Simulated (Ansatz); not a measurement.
**CH5BrGeO: rigid scan of one bond length from a Python script**

How does the energy of CH5BrGeO change as one bond is stretched? The task is a rigid scan of one bond length, for CH5BrGeO. SMILES: C[O][GeH2][Br].

Computed with Ansatz 0.2.0, driven from Python. Level of theory: CAM-B3LYP/def2-SVP.

## (1) Starting point

Bond lengths: C1–O2 1.347 Å, O2–Ge3 1.823 Å, Ge3–Br4 2.350 Å, C1–H5 1.153 Å, C1–H6 1.164 Å, C1–H7 1.122 Å, Ge3–H8 1.495 Å, Ge3–H9 1.495 Å. Angles: C1–O2–Ge3 108.4°, O2–C1–H5 113.1°, O2–C1–H6 112.8°, O2–C1–H7 112.6°, H5–C1–H6 105.9°, H5–C1–H7 106.7°, H6–C1–H7 105.1°, O2–Ge3–Br4 106.2°, O2–Ge3–H8 108.4°, O2–Ge3–H9 108.6°, Br4–Ge3–H8 111.8°, Br4–Ge3–H9 110.0°, H8–Ge3–H9 111.7°.

No structure file is read: the coordinates are typed or built in the script.

## (2) The script

run_scan.py reads:

```python
"""Potential curve of CH5BrGeO along one bond."""

import warnings

import ansatz as az
import numpy as np

SETTINGS = {
    "basis_set": "def2-SVP",
    "functional": "cam_b3lyp",
}

warnings.simplefilter("ignore", az.DeckWarning)

geometry_ang = [
    ("C", (0.5193, 1.2314, 0.2172)),
    ("O", (0.8603, -0.0473, 0.4708)),
    ("Ge", (-0.446, -1.1325, -0.1927)),
    ("Br", (0.2538, -3.3361, 0.2282)),
    ("H", (0.391, 1.4514, -0.907)),
    ("H", (-0.4851, 1.5386, 0.7178)),
    ("H", (1.275, 1.9643, 0.6042)),
    ("H", (-1.7269, -0.8136, 0.51)),
    ("H", (-0.5528, -0.9026, -1.6656)),
]
mol = az.Crystal.molecule()
for symbol, xyz in geometry_ang:
    mol = mol.atom(symbol, xyz)

symbols = [site.symbol for site in mol.cartesian_sites]
start = np.array([site.position_ang for site in mol.cartesian_sites])
axis = (start[3] - start[2]) / np.linalg.norm(start[3] - start[2])
moving = [3]
lengths, energies = [2.0, 2.16, 2.35, 2.59, 2.94, 3.53, 4.23, 5.17], []
for length in lengths:
    xyz = start.copy()
    xyz[moving] += (length - np.linalg.norm(start[3] - start[2])) * axis
    point = az.Crystal.molecule()
    for symbol, xyz in zip(symbols, xyz):
        point = point.atom(symbol, xyz.tolist())
    base = (
        point.calculation()
        .basis(gaussian=SETTINGS["basis_set"])
        .functional(SETTINGS["functional"])
        .spin("collinear")
    )
    summary = base.run(threads=1).report
    energies.append(summary["free_energy_ev"])
    print(f"r = {length:6.3f} A  E = {energies[-1]:.5f} eV  <S^2> = {abs(summary['mean_field']['state']['spin_squared']):.3f}")

print("energy above the lowest point (eV):", [round(e - min(energies), 3) for e in energies])
```

## (3) The calls as engine input

The engine receives this input (first run):

```yaml
crystal:
  periodic: [false, false, false]
  atoms:
    - { symbol: C, position_ang: [0.5193, 1.2314, 0.2172] }
    - { symbol: O, position_ang: [0.8603, -0.0473, 0.4708] }
    - { symbol: Ge, position_ang: [-0.446, -1.1325, -0.1927] }
    - { symbol: Br, position_ang: [0.14956207653264186, -3.007865235563489, 0.16550531296454551] }
    - { symbol: H, position_ang: [0.391, 1.4514, -0.907] }
    - { symbol: H, position_ang: [-0.4851, 1.5386, 0.7178] }
    - { symbol: H, position_ang: [1.275, 1.9643, 0.6042] }
    - { symbol: H, position_ang: [-1.7269, -0.8136, 0.51] }
    - { symbol: H, position_ang: [-0.5528, -0.9026, -1.6656] }
basis:
  gaussian:
    orbitals: def2-SVP
hamiltonian:
  xc: cam_b3lyp
magnetization:
  spin_polarized: true
```

## (4) Launch

Run with:

```
> python run_scan.py
```

Without the output at hand: what should come out? Wanted: range of energy; lowest point, distance.

As calculated:

| quantity | value |
| --- | --- |
| runs compared | 8 |
| range of energy | 3.710 eV |
| lowest point, distance (Å) | 2.35 |

The lowest point, at 2.35, lies inside the range. The ends stand 0.929 and 3.71 eV above it. The distance scanned is the script's pair 2, 3. <S²> moves from 0.00 to 0.99: along the scan the mean field breaks spin symmetry. The dearest, run 8 (distance 5.17), took some 6.5 times as long as run 4 (distance 2.59). Reading the output:
- The rest of the molecule is held rigid at a force-field or estimated start geometry, and the basis set is modest; single-reference methods fail as a bond breaks.
- The expectation value of S² is noticeably off S(S+1) in at least one run, so that state is spin-contaminated.
